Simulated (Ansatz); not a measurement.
**CH5B2FO: how energies converge with the basis set**

An exercise on one series of results from a longer session: the logs are not shown, and one member is left open.

Program: Ansatz 0.2.0, Gaussian basis. Level of theory: one geometry, several basis sets. These are calculated values, not measurements.

Levels to be run: PBE0-D4/def2-SVP; ωB97M-V/def2-SVP; PBE0-D4/def2-QZVPP; ωB97M-V/def2-QZVPP; the functionals' def2-TZVPP values are taken from earlier runs.

### The geometry

An earlier PBE0-D4 in a triple-zeta def2 set relaxation fixed the geometry.

10 atoms, charge 0, spin multiplicity 1.

Atoms are counted from 1 here; the program's logs count them from 0.

Bond lengths: B1–B2 1.695 Å, B1–H6 1.198 Å, B1–H7 1.198 Å, B2–F3 1.337 Å, B2–O4 1.348 Å, O4–C5 1.410 Å, C5–H8 1.097 Å, C5–H9 1.092 Å, C5–H10 1.092 Å. Angles: B2–B1–H6 122.0°, B2–B1–H7 121.9°, H6–B1–H7 116.1°, B1–B2–F3 118.7°, B1–B2–O4 125.8°, F3–B2–O4 115.5°, B2–O4–C5 121.1°, O4–C5–H8 112.4°, O4–C5–H9 109.2°, O4–C5–H10 109.3°, H8–C5–H9 108.5°, H8–C5–H10 108.5°, H9–C5–H10 109.0°.

Set-up of the first run:

in.yaml reads:

```yaml
crystal:
  periodic: [false, false, false]
  atoms:
    - {symbol: B, position_ang: [0.085125, 0.396767, -1.586026]}
    - {symbol: B, position_ang: [0.518481, -0.868408, -0.543800]}
    - {symbol: F, position_ang: [1.125306, -1.943457, -1.056093]}
    - {symbol: O, position_ang: [0.307107, -0.901477, 0.786999]}
    - {symbol: C, position_ang: [-0.324263, 0.170559, 1.450407]}
    - {symbol: H, position_ang: [-0.980398, 0.432085, -2.131761]}
    - {symbol: H, position_ang: [0.831802, 1.301303, -1.828180]}
    - {symbol: H, position_ang: [-0.614280, 0.974503, 0.762207]}
    - {symbol: H, position_ang: [-1.222077, -0.196022, 1.951443]}
    - {symbol: H, position_ang: [0.356297, 0.583047, 2.197604]}
basis:
  gaussian: {orbitals: def2-SVP}
hamiltonian: {xc: pbe0, dispersion: d4}
output: {orbitals: {seedname: orbitals}}
```

Command:

```bash
ansatz run in.yaml --threads 2 --pin off --events-out ev --progress --plain --max-ram 4352MiB
```

Among the steps run: PBE0-D4 in def2-SVP; ωB97M-V in def2-SVP; PBE0-D4 in def2-QZVPP; ωB97M-V in def2-QZVPP.

One of the session's tables, all rows but one given; the rest of the session is left out.

It belongs to the step «Functionals by basis». 

| functional | basis | HOMO (eV) | LUMO (eV) |
| --- | --- | --- | --- |
| PBE0-D4 | def2-SVP | -8.46 | -2.09 |
| PBE0-D4 | def2-TZVPP | -8.55 | -2.18 |
| PBE0-D4 | def2-QZVPP | -8.57 | -2.20 |
| ωB97M-V | def2-SVP | -10.76 | 0.01 |
| ωB97M-V | def2-TZVPP | ? | ? |
| ωB97M-V | def2-QZVPP | -10.89 | -0.24 |

Estimate the missing values for ωB97M-V, def2-TZVPP.

The run gave: HOMO (eV): -10.87; LUMO (eV): -0.18. In the column «HOMO (eV)» it lies between ωB97M-V, def2-QZVPP (-10.89) and ωB97M-V, def2-SVP (-10.76).
